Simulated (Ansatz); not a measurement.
# BP: the cost of one run

Method: DFT PBE, scalar-relativistic, plane waves, PAW, in Ansatz 0.2.0.

## 1. The starting structure

Symmetry: F-43m, No. 216, cubic system. Conventional cell: a = 4.538 Å, b = 4.538 Å, c = 4.538 Å, α = 90.00°, β = 90.00°, γ = 90.00°. Around B (site symmetry -43m) lie 4 P at 1.97 Å. P (site symmetry -43m) is surrounded by 4 B at 1.97 Å.

Structure file:

```
B P
1.0
     2.26900   -2.26900    0.00000
     2.26900    0.00000   -2.26900
     9.07600    9.07600    9.07600
B P
6 6
Direct
  0.66667 0.66667 0.16667
  0.00000 0.00000 0.00000
  0.33333 0.33333 0.33333
  0.66667 0.66667 0.66667
  0.00000 0.00000 0.50000
  0.33333 0.33333 0.83333
  0.66667 0.66667 0.54167
  0.00000 0.00000 0.37500
  0.33333 0.33333 0.70833
  0.66667 0.66667 0.04167
  0.00000 0.00000 0.87500
  0.33333 0.33333 0.20833
```

No relaxation comes first: the listed cell is the starting point.

## 2. The undisturbed cell

The input, input.yaml:

```yaml
crystal:
  lattice:
    - [2.269, -2.269, 0.0]
    - [2.269, 0.0, -2.269]
    - [9.076, 9.076, 9.076]
  atoms:
    - { symbol: B, position: [0.6666666667, 0.6666666667, 0.1666666667] }
    - { symbol: B, position: [0.0, 0.0, 0.0] }
    - { symbol: B, position: [0.3333333333, 0.3333333333, 0.3333333333] }
    - { symbol: B, position: [0.6666666667, 0.6666666667, 0.6666666667] }
    - { symbol: B, position: [0.0, 0.0, 0.5] }
    - { symbol: B, position: [0.3333333333, 0.3333333333, 0.8333333333] }
    - { symbol: P, position: [0.6666666667, 0.6666666667, 0.5416666667] }
    - { symbol: P, position: [1.0, 1.0, 0.375] }
    - { symbol: P, position: [0.3333333333, 0.3333333333, 0.7083333333] }
    - { symbol: P, position: [0.6666666667, 0.6666666667, 0.0416666667] }
    - { symbol: P, position: [0.0, 0.0, 0.875] }
    - { symbol: P, position: [0.3333333333, 0.3333333333, 0.2083333333] }
basis:
  ecutwfc: 420
kpoints:
  mp_grid: { grid: [10, 10, 2] }
hamiltonian:
  xc: pbe
scf:
  occupations: { method: gaussian, width: 0.05 }
output:
  forces: true
  stress: true
  eigenvalues: true
  write_density: true
  write_potential: true
  elf: true
  volumetric_format: npy
```

Launch:

```bash
$ ansatz run input.yaml --threads 2 --pin off --max-ram 5120MiB --backend cpu --events-out ev --progress --plain --runs-dir out
```

What time and memory should one allow on 2 threads of Intel Xeon 6975P-C (Granite Rapids), shared host?

About 3.6 s, with a peak of 0.48 GiB.
